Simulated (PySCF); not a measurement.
# TaN₂: relaxation and vibrations of the quartet

Aim: relax TaN₂ as a quartet from a linear start, check by its vibrations whether the end is a minimum, and collect its spectrum and constants.

Computed with PySCF 2.14.0. Level: PBE0, basis Ta def2-TZVP with ECP60, N def2-TZVP, scalar-relativistic core potentials, no spin–orbit coupling, density fitting.

### Step 1. The system as given

3 atoms, charge 0, spin multiplicity 4.

Bond lengths: Ta1–N2 1.860 Å, Ta1–N3 1.860 Å. Angles: N2–Ta1–N3 180.0°.

Coordinates in bohr (charge 0 multiplicity 4):
```
Ta    0.0000    0.0000    0.0000
N     0.0000    0.0000    3.5149
N     0.0000    0.0000   -3.5149
```

### Step 2. The SCF at the typed geometry

The steps below are one call of a driver around PySCF. For each, scf.py gives the equivalent set-up of the SCF; relaxations use the driver's own optimiser. After this first run the driver tries any further starts and a stability analysis.

scf.py reads:

```python
from pyscf import gto, scf, dft
mol = gto.M(atom='''
Ta     0.000000     0.000000     0.000000
N      0.000000     0.000000     1.860000
N      0.000000     0.000000    -1.860000''',
    basis={'Ta': 'def2-TZVP', 'N': 'def2-TZVP'},
    ecp={'Ta': 'def2-TZVP'},
    charge=0, spin=3)
mf = dft.UKS(mol, xc='PBE0')
mf.grids.atom_grid = (50, 194)
aux = {'Ta': 'def2-universal-JKFIT', 'N': 'def2-universal-JKFIT'}
mf = mf.density_fit(auxbasis=aux)
mf.conv_tol = 1e-08
mf.diis_space = 10
mf.max_cycle = 60
mf.init_guess = 'minao'
mf.verbose = 4
mf.kernel()
```

On the command line:

```console
$ OMP_NUM_THREADS=4 python axn.py task.json out
```

After this run come: Linear start, quartet: relaxation; Frequencies; Downhill along the imaginary mode; Is it a minimum? Harmonic modes.

Q: Predict the outcome of this session. Wanted: minimum; geometry; wavenumbers; dipole moment; highest occupied, lowest empty level; polar-tensor charge of Ta1; zero-point energy; atomisation energy; ⟨S²⟩.

The runs gave:

```
                                          quantity                             value
                                           minimum                      quartet, C2v
                                          geometry  Ta–N 1.812 Å (×2); N–Ta–N 109.9°
                                wavenumbers (cm⁻¹)     247 (a1), 883 (a1), 1108 (b2)
                                     dipole moment                            4.59 D
highest occupied, lowest empty level (either spin)                   -6.40, -5.18 eV
                        polar-tensor charge of Ta1                           +1.57 e
                                 zero-point energy                       13.4 kJ/mol
                               entropy at 298.15 K                   287.3 J/(mol K)
         atomisation energy (no zero-point energy)                        815 kJ/mol
                                              ⟨S²⟩                             3.845
```

In words: The linear start (D∞h) ends in a minimum of C2v symmetry, after a stop at a second-order saddle point 173.5 kJ/mol higher, from which it was pushed off along an imaginary mode. In the infrared the band at 1108 cm⁻¹ (b2, stretch) leads. Other starts or spin states, not run here, may lie lower. One determinant may miss the lowest occupation of an open d or f shell. With an element this heavy the missing spin–orbit coupling can shift these numbers.
